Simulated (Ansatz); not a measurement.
WC, space group Fm-3m, a scan of the energy under strain

With Ansatz's Python interface.

Typed at the interpreter:
```pycon
>>> import warnings
>>> import ansatz as az
>>> import numpy as np
>>> vectors0 = np.array([
...     [0.0, 2.192684, 2.192684],
...     [2.192684, 0.0, 2.192684],
...     [2.192684, 2.192684, 0.0],
... ])
>>> sites = [
...     ("W", (0.0, 0.0, 0.0)),
...     ("C", (0.5, 0.5, 0.5)),
... ]
>>> def on_lattice(cell):
...     crystal = az.Crystal(lattice=az.Lattice.of(cell))
...     for symbol, position in sites:
...         crystal = crystal.atom(symbol, position)
...     return crystal
...
>>> warnings.simplefilter("ignore", az.DeckWarning)
>>> # clamped ions: the fractional positions stay as typed
>>> values = np.linspace(-0.01, 0.01, 7)
>>> energies = []
>>> for d in values:
...     strain = d / 2 * (np.ones((3, 3)) - np.eye(3))
...     cell = vectors0 @ (np.eye(3) + strain)
...     setup = (
...         on_lattice(cell).calculation()
...         .occupations("fermi_dirac", width=0.1)
...         .pseudopotentials("paw")
...         .basis(500)
...         .functional("r2scan")
...         .kpoints(14, 14, 14)
...         .stress()
...     )
...     rep = setup.run().report
...     energies.append(rep["free_energy_ev"] / len(sites))
...     s = rep["stress_gpa"]
...     print(f"d = {d:+.4f}  stress xx yy zz xy (GPa, compression positive): {s[0][0]:8.3f} {s[1][1]:8.3f} {s[2][2]:8.3f} {s[0][1]:8.3f}")
...
d = -0.0100  stress xx yy zz xy (GPa, compression positive):   -5.012   -5.012   -5.012    1.036
d = -0.0067  stress xx yy zz xy (GPa, compression positive):   -5.027   -5.027   -5.027    0.678
d = -0.0033  stress xx yy zz xy (GPa, compression positive):   -5.036   -5.036   -5.036    0.335
d = +0.0000  stress xx yy zz xy (GPa, compression positive):   -5.038   -5.038   -5.038    0.000
d = +0.0033  stress xx yy zz xy (GPa, compression positive):   -5.036   -5.036   -5.036   -0.332
d = +0.0067  stress xx yy zz xy (GPa, compression positive):   -5.026   -5.026   -5.026   -0.668
d = +0.0100  stress xx yy zz xy (GPa, compression positive):   -5.010   -5.010   -5.010   -1.011
>>> energies = np.array(energies)
>>> for value, e in zip(values, energies):
...     print(f"strain {value:7.3f}   E - Emin = {1000 * (e - energies.min()):9.3f} meV/atom")
...
strain  -0.010   E - Emin =     0.980 meV/atom
strain  -0.007   E - Emin =     0.430 meV/atom
strain  -0.003   E - Emin =     0.105 meV/atom
strain   0.000   E - Emin =     0.000 meV/atom
strain   0.003   E - Emin =     0.106 meV/atom
strain   0.007   E - Emin =     0.423 meV/atom
strain   0.010   E - Emin =     0.959 meV/atom
>>> np.savetxt("strain.csv", np.column_stack([values, energies]), fmt="%.6f", delimiter=",", header="strain,energy_eV_per_atom")
>>> curvature = 2 * np.polyfit(values, energies, 3)[1]
>>> volume = abs(np.linalg.det(vectors0)) / len(sites)
>>> print(f"d2E/dd2 over the volume: {curvature / volume * 160.21766:.1f} GPa")
d2E/dd2 over the volume: 295.1 GPa
```

It writes `strain.csv`:
```csv
# strain,energy_eV_per_atom
-0.010000,-5324.171783
-0.006667,-5324.172333
-0.003333,-5324.172658
0.000000,-5324.172762
0.003333,-5324.172657
0.006667,-5324.172339
0.010000,-5324.171804
```

Against the unstrained cell the energy per atom changes by +0.98 meV at one end of the scan and +0.96 meV at the other, and its second derivative over the volume is 295.1 GPa.

Caveats:
- Absolute energies stand on the zero of these potentials, so only differences at equal settings mean something.
- Spin is left out of this run.
- The curvature belongs to this strain pattern and to the cell's stress; it equals a single elastic constant only for simple patterns.
- In a metal a curvature from energy changes of a few meV or less hangs on mesh and smearing, in size and even in sign.
- Spin-orbit coupling, which matters for elements this heavy, is left out.
- At these settings the cell as given stands under about -5 GPa, so it isn't at this functional's equilibrium volume.
- This cell is a computed structure, which may not be the phase found in nature.
- The ions keep their fractional positions (clamped ions).
- Finished in 42 s on 1 thread of Intel(R) Xeon(R) 6975P-C (Granite Rapids), on a shared host, peak memory 0.56 GiB.
